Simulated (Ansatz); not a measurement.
# Cl2H7NOSi: the cost of one run

Program: Ansatz 0.2.0, Gaussian basis. Level of theory: PBE0-D4, def2-SVP first, then def2-TZVP. These are calculated values, not measurements.

190 further runs of the same task are left out: 190 set aside as unsound or not needed. Runs told in other sessions of the task aren't counted.

### 1 The system as given

The guess: 12 atoms, charge 0, spin multiplicity 1.

Atoms are counted from 1 here; the program's logs count them from 0.

Bond lengths: Si1–Cl3 2.030 Å, Si1–Cl4 2.123 Å, Si1–H5 1.447 Å, Si1–N7 1.824 Å, H6–O9 1.188 Å, N7–H10 1.015 Å, N7–H11 1.012 Å, H8–O9 1.249 Å, O9–H12 0.962 Å. Angles: Cl3–Si1–Cl4 98.6°, Cl3–Si1–H5 128.6°, Cl3–Si1–N7 106.9°, Cl4–Si1–H5 94.2°, Cl4–Si1–N7 95.7°, H5–Si1–N7 121.1°, Si1–N7–H10 112.3°, Si1–N7–H11 110.8°, H10–N7–H11 107.0°, H6–O9–H8 85.7°, H6–O9–H12 108.2°, H8–O9–H12 105.8°.

Geometry (Å):

```xyz
12

Si   -1.1843   -0.3445   -0.3770
H    -0.1273   -1.1729    1.0395
Cl   -0.2933   -1.6847   -1.6138
Cl   -2.3745    0.6698   -1.8133
H    -2.2829   -0.5555    0.5401
H     1.1393    0.5321    0.3645
N     0.0017    1.0196   -0.1306
H     0.9439   -0.8952    1.1869
O     1.9209   -0.1600    0.9319
H     0.1494    1.5599   -0.9766
H    -0.3316    1.6620    0.5762
H     2.4386   -0.6307    0.2722
```

Distances that are to change: Si1–N7 1.82 Å, H6–O9 1.19 Å, H2–H8 1.12 Å, Si1–H2 1.95 Å, H6–N7 1.33 Å, H8–O9 1.25 Å.

### 2 Relaxing the guess with the reacting distances held

File hold/in.yaml:

```yaml
crystal:
  periodic: [false, false, false]
  atoms:
    - {symbol: Si, position_ang: [-1.184300, -0.344500, -0.377000]}
    - {symbol: H, position_ang: [-0.127300, -1.172900, 1.039500]}
    - {symbol: Cl, position_ang: [-0.293300, -1.684700, -1.613800]}
    - {symbol: Cl, position_ang: [-2.374500, 0.669800, -1.813300]}
    - {symbol: H, position_ang: [-2.282900, -0.555500, 0.540100]}
    - {symbol: H, position_ang: [1.139300, 0.532100, 0.364500]}
    - {symbol: N, position_ang: [0.001700, 1.019600, -0.130600]}
    - {symbol: H, position_ang: [0.943900, -0.895200, 1.186900]}
    - {symbol: O, position_ang: [1.920900, -0.160000, 0.931900]}
    - {symbol: H, position_ang: [0.149400, 1.559900, -0.976600]}
    - {symbol: H, position_ang: [-0.331600, 1.662000, 0.576200]}
    - {symbol: H, position_ang: [2.438600, -0.630700, 0.272200]}
basis:
  gaussian: {orbitals: def2-SVP}
hamiltonian: {xc: pbe0, dispersion: d4}
relax: {f_tol: 0.04, max_steps: 150, escape_saddle: false, constraints: [{distance: [0, 6]}, {distance: [5, 8]}, {distance: [1, 7]}, {distance: [0, 1]}, {distance: [5, 6]}, {distance: [7, 8]}]}
```

Command:

```
> ansatz run in.yaml --threads 8 --pin off --events-out ev --progress --plain --max-ram 19148MiB
```

**Question.** How long does this run take on 8 threads of Intel Xeon at 2.50GHz, shared host?

About 30 s.
